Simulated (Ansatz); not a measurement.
# C2H6Cl2Si: molecular dynamics

The plan is to follow the molecule's vibrations and see whether its bonds hold. The start is relaxed first. Runs: 353 steps of 0.25 fs under a Nosé-Hoover thermostat at 300 K. SMILES of the start: [SiH3]CC(Cl)Cl.

All numbers below are computed with Ansatz 0.2.0 (RKS revPBE/STO-3G).

## Step 1: The system as given

Bond lengths: Si1–C2 1.834 Å, C2–C3 1.546 Å, C3–Cl4 1.853 Å, C3–Cl5 1.779 Å, Si1–H6 1.544 Å, Si1–H7 1.489 Å, Si1–H8 1.433 Å, C2–H9 1.128 Å, C2–H10 1.091 Å, C3–H11 1.062 Å. Angles (14 of 18 angles, heavy atoms first): Si1–C2–C3 116.3°, C2–C3–Cl4 107.3°, C2–C3–Cl5 111.5°, Cl4–C3–Cl5 106.2°, Si1–C2–H9 106.7°, Si1–C2–H10 104.2°, C3–C2–H9 112.3°, C3–C2–H10 110.3°, C2–Si1–H6 110.2°, C2–Si1–H7 108.6°, C2–Si1–H8 112.5°, C2–C3–H11 111.9°, Cl4–C3–H11 110.6°, Cl5–C3–H11 109.1°.

As a file:

```xyz
11

Si   -0.7368   -0.2867    1.3179
C     0.5712   -0.3239    0.0329
C     0.2370    0.3737   -1.3052
Cl    1.5446   -0.1159   -2.5238
Cl    0.3309    2.1444   -1.1600
H    -1.0224    1.1696    1.7451
H    -2.0087   -0.7755    0.7169
H    -0.3857   -1.0491    2.4794
H     1.5070    0.0886    0.5095
H     0.7547   -1.3865   -0.1301
H    -0.7264    0.1042   -1.6619
```

## Step 2: Relaxing the start

input.yaml reads:

```yaml
crystal:
  periodic: [false, false, false]
  atoms:
    - { symbol: Si, position_ang: [-0.7368, -0.2867, 1.3179] }
    - { symbol: C, position_ang: [0.5712, -0.3239, 0.0329] }
    - { symbol: C, position_ang: [0.237, 0.3737, -1.3052] }
    - { symbol: Cl, position_ang: [1.5446, -0.1159, -2.5238] }
    - { symbol: Cl, position_ang: [0.3309, 2.1444, -1.16] }
    - { symbol: H, position_ang: [-1.0224, 1.1696, 1.7451] }
    - { symbol: H, position_ang: [-2.0087, -0.7755, 0.7169] }
    - { symbol: H, position_ang: [-0.3857, -1.0491, 2.4794] }
    - { symbol: H, position_ang: [1.507, 0.0886, 0.5095] }
    - { symbol: H, position_ang: [0.7547, -1.3865, -0.1301] }
    - { symbol: H, position_ang: [-0.7264, 0.1042, -1.6619] }
basis:
  gaussian: { orbitals: STO-3G }
hamiltonian:
  xc: revpbe
relax:
  f_tol: 0.02
  max_steps: 40
scf:
  lower_state_search: "off"
```

On the command line:

```sh
$ ansatz run input.yaml --threads 1 --pin off --max-ram 2048MiB --backend cpu --events-out ev --progress --plain --runs-dir out
```

After this run come: The run.

Q: Predict the outcome of this session. Wanted: relaxation of the start; temperature, first and last step; temperature, second half; potential energy, second half; largest change of the conserved energy; bonds formed or broken.

The runs gave:

```
                              quantity                          value
               relaxation of the start        9 moves, 0.511 eV lower
                                length           353 steps of 0.25 fs
      temperature, first and last step                  300 and 194 K
              temperature, second half  mean 172 K, from 128 to 249 K
         potential energy, second half    +17 meV/atom from the start
largest change of the conserved energy                  0.03 meV/atom
                bonds formed or broken                              0
```

What this shows: Against a set 300 K the second half averages 172 K with a spread of 27 K; 17 meV/atom has gone into potential energy, and a thermostat that acts over some 100 fs has not made it up in 88 fs. The conserved energy strays from its start by at most 0.03 meV/atom, 0.2 % of the mean kinetic energy, so a step of 0.25 fs is short enough over this time. No bond forms or breaks. A run of 88 fs with 11 atoms shows the motion but fixes no equilibrium value. The nuclei move classically, without zero-point motion, which matters most for hydrogen. In so small a basis the energies are only a sketch.
